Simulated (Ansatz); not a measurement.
# Zr3Al2N5: the cost of one run

Program: Ansatz 0.2.0. Level of theory: DFT PBE, scalar-relativistic, plane waves, PAW. These are calculated values, not measurements.

## Step 1: The starting structure

Symmetry: Immm, No. 71, orthorhombic system. The conventional cell has a = 3.354 Å, b = 4.743 Å, c = 16.770 Å, α = 90.00°, β = 90.00°, γ = 90.00°. Around Zr (site symmetry mm2) lie 6 N at 2.37 Å. Around Zr (site symmetry mmm) lie 6 N at 2.37 Å. Around Al (site symmetry mm2) lie 6 N at 2.37 Å. Around N (site symmetry mm2) lie 4 Zr at 2.37 Å and 2 Al at 2.37 Å. N (site symmetry mmm) has 6 Zr at 2.37 Å in its first shell of neighbours. N (site symmetry mm2) is surrounded by 4 Al at 2.37 Å and 2 Zr at 2.37 Å.

Structure file:

```cif
data_structure
_symmetry_space_group_name_H-M 'Immm'
_symmetry_Int_Tables_number 71
_cell_length_a 3.3541
_cell_length_b 4.7434
_cell_length_c 16.7703
_cell_angle_alpha 90.000
_cell_angle_beta 90.000
_cell_angle_gamma 90.000
_cell_volume 266.81
loop_
_atom_site_label
_atom_site_type_symbol
_atom_site_symmetry_multiplicity
_atom_site_Wyckoff_symbol
_atom_site_fract_x
_atom_site_fract_y
_atom_site_fract_z
_atom_site_occupancy
Zr1 Zr 4 i 0.50000 0.50000 0.90000 1
Zr2 Zr 2 a 0.00000 0.00000 0.00000 1
Al1 Al 4 i 0.50000 0.50000 0.70000 1
N1 N 4 j 0.50000 0.00000 0.90000 1
N2 N 2 d 0.00000 0.50000 0.00000 1
N3 N 4 j 0.50000 0.00000 0.70000 1
```

The start is an ordering of an alloy on its end members' structure types: elements ordered on the sites of the AlN type, Zr/Al on Al (Immm, No. 71).

## Step 2: Probe: one point on a coarse mesh

input.yaml reads:

```yaml
crystal:
  lattice:
    - [-1.67702818, 2.37167599, 8.38514088]
    - [1.67702818, -2.37167599, 8.38514088]
    - [1.67702818, 2.37167599, -8.38514088]
  atoms:
    - { symbol: Zr, position: [0.4, 0.4, 0.0] }
    - { symbol: Zr, position: [0.0, 0.0, 0.0] }
    - { symbol: Zr, position: [0.6, 0.6, 0.0] }
    - { symbol: Al, position: [0.2, 0.2, 0.0] }
    - { symbol: Al, position: [0.8, 0.8, 0.0] }
    - { symbol: "N", position: [0.9, 0.4, 0.5] }
    - { symbol: "N", position: [0.5, 0.0, 0.5] }
    - { symbol: "N", position: [0.1, 0.6, 0.5] }
    - { symbol: "N", position: [0.7, 0.2, 0.5] }
    - { symbol: "N", position: [0.3, 0.8, 0.5] }
basis:
  ecutwfc: 420
kpoints:
  mp_grid: { grid: [6, 6, 6] }
hamiltonian:
  xc: pbe
scf:
  occupations: { method: gaussian, width: 0.1 }
  lower_state_search: "off"
output:
  forces: true
  stress: true
  eigenvalues: true
```

Started as:

```sh
$ ansatz run input.yaml --threads 4 --pin off --max-ram 8192MiB --backend cpu --events-out ev --progress --plain --runs-dir out
```

Q: Estimate wall time and peak memory on 4 threads of Intel Xeon at 2.50GHz (Skylake/Cascade Lake), shared host.

About 9.8 s, with a peak of 0.61 GiB.
